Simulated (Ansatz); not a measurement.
# Sn: the cost of one run

Computed with Ansatz 0.2.0 (DFT PBEsol, scalar-relativistic, plane waves, PAW, unless a step's input says otherwise).

**1. The starting structure**

Symmetry: I4/mmm, No. 139, tetragonal system. The conventional cell has a = 3.182 Å, b = 3.182 Å, c = 5.831 Å, α = 90.00°, β = 90.00°, γ = 90.00°. Sn (site symmetry 4/mmm) has 4 Sn at 3.18 Å in its first shell of neighbours.

As a file:

```cif
data_structure
_symmetry_space_group_name_H-M 'I4/mmm'
_symmetry_Int_Tables_number 139
_cell_length_a 3.1815
_cell_length_b 3.1815
_cell_length_c 5.8313
_cell_angle_alpha 90.000
_cell_angle_beta 90.000
_cell_angle_gamma 90.000
_cell_volume 59.02
loop_
_atom_site_label
_atom_site_type_symbol
_atom_site_symmetry_multiplicity
_atom_site_Wyckoff_symbol
_atom_site_fract_x
_atom_site_fract_y
_atom_site_fract_z
_atom_site_occupancy
Sn1 Sn 2 a 0.00000 0.00000 0.00000 1
```

The cell is taken as given, not relaxed at this level.

**2. The reference cell**

The cell is repeated 2 times, 2 atoms in all. Reference values: F = -11899.3737 eV; pressure -4.22 GPa; largest force 0.000 eV/Å; gap on the mesh none (metal). It was computed beforehand with the settings of the runs below.

**3. Setting up freezing in a mode**

Mode 6 of the phonon run on this cell, counted from the lowest, is frozen in: each atom moves by x times its row below, so x is the largest displacement.

```
atom     ux     uy      uz
 Sn1  0.000  0.000   1.000
 Sn2  0.000  0.000  -1.000
```

**4. Point x = -0.300 Å**

Contents of input.yaml:

```yaml
crystal:
  lattice:
    - [0.0, -3.1815, 0.0]
    - [-3.1815, 0.0, 0.0]
    - [0.0, 0.0, -5.8313]
  atoms:
    - { symbol: Sn, position: [0.5, 0.5, 0.5514465042] }
    - { symbol: Sn, position: [0.0, 0.0, -0.0514465042] }
basis:
  ecutwfc: 420
kpoints:
  mp_grid: { grid: [16, 16, 8] }
hamiltonian:
  xc: pbesol
scf:
  occupations: { method: gaussian, width: 0.15 }
output:
  forces: true
  stress: true
  eigenvalues: true
```

On the command line:

```bash
$ ansatz run input.yaml --threads 2 --pin off --max-ram 5120MiB --backend cpu --events-out ev --progress --plain --runs-dir out
```

**Question.** How long does this run take on 2 threads of AMD EPYC 9R45 (Zen 5), shared host, and how much memory does it need?

About 1.7 s, with a peak of 0.5 GiB.
